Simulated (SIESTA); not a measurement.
The system is Mn2AlCu3.

```xyz
6
Lattice="2.4172 1.3956 3.9671 -2.4172 1.3956 3.9671 0.0000 -2.7911 3.9671" Properties=species:S:1:pos:R:3 pbc="T T T"
Cu   -1.2086   -0.6978    3.9671
Cu    0.0000    1.3956    3.9671
Cu    1.2086   -0.6978    3.9671
Mn    0.0000    0.0000    1.4998
Mn    0.0000    0.0000   10.4015
Al    0.0000    0.0000    5.9507
```

The cell comes from a database or a generator and needn't be the stable form of this composition.

```yaml
Program: SIESTA 5.4.2
Task: single point
Functional: PBE
Potentials_or_basis: PseudoDojo 0.4 standard (PBE files)
Basis: DZP (energy shift 0.003 Ry; two zetas on semicore shells)
Grid_cutoff: 800 Ry
Energy_shift: 0.003 Ry
k_mesh: 7 × 7 × 7
Occupations: fermi-dirac, width 0.05 eV
Spin: collinear spin, ferromagnetic start
Starting_moments: "[0.6, 0.6, 0.6, 4.0, 4.0, 0.0] μB"
```

On this cell: pressure 0.9 GPa; largest force 0.020 eV/Å; net moment 7.49 μB per cell; site moments Cu -0.14; Mn +4.10; Al -0.31 μB; band gap on the k mesh none (metal or under the smearing width).

The same run follows on a disturbed copy (atoms moved at random, drawn with an rms of 0.05 Å):

```xyz
6
Lattice="2.4172 1.3956 3.9671 -2.4172 1.3956 3.9671 0.0000 -2.7911 3.9671" Properties=species:S:1:pos:R:3 pbc="T T T"
Cu   -1.1315   -0.6499    3.9762
Cu    0.0154    1.3906    3.9451
Cu    1.1841   -0.7278    3.9938
Mn   -0.0272   -0.0150    1.4643
Mn    0.0334   -0.0236   10.4175
Al    0.0524   -0.0126    5.9235
```

**Question.** What changes?

**Answer.** The energy (extrapolated to zero smearing) moves by +20.3 meV/atom; pressure 1.6 GPa; largest force 1.708 eV/Å; net moment 7.47 μB per cell; site moments Cu -0.14; Mn +4.08, +4.11; Al -0.31 μB; band gap on the k mesh none (metal or under the smearing width).

Forces in eV/Å, atoms in the order of the input:
```
Cu  -1.486 -0.742 -0.398
Cu   0.281  0.592 -0.018
Cu   1.192 -0.188 -0.534
Mn   0.251  0.017  0.130
Mn  -0.051  0.058 -0.104
Al  -0.184  0.262  0.926
```

Stress tensor (GPa, compression positive):
```
 2.53  0.00 -0.15
 0.00  1.85  0.12
-0.15  0.12  0.50
```

Caveats: short orbitals over semicore shells can move pressures by several GPa; the basis of atomic orbitals isn't converged, which shifts pressures, moduli and gaps.
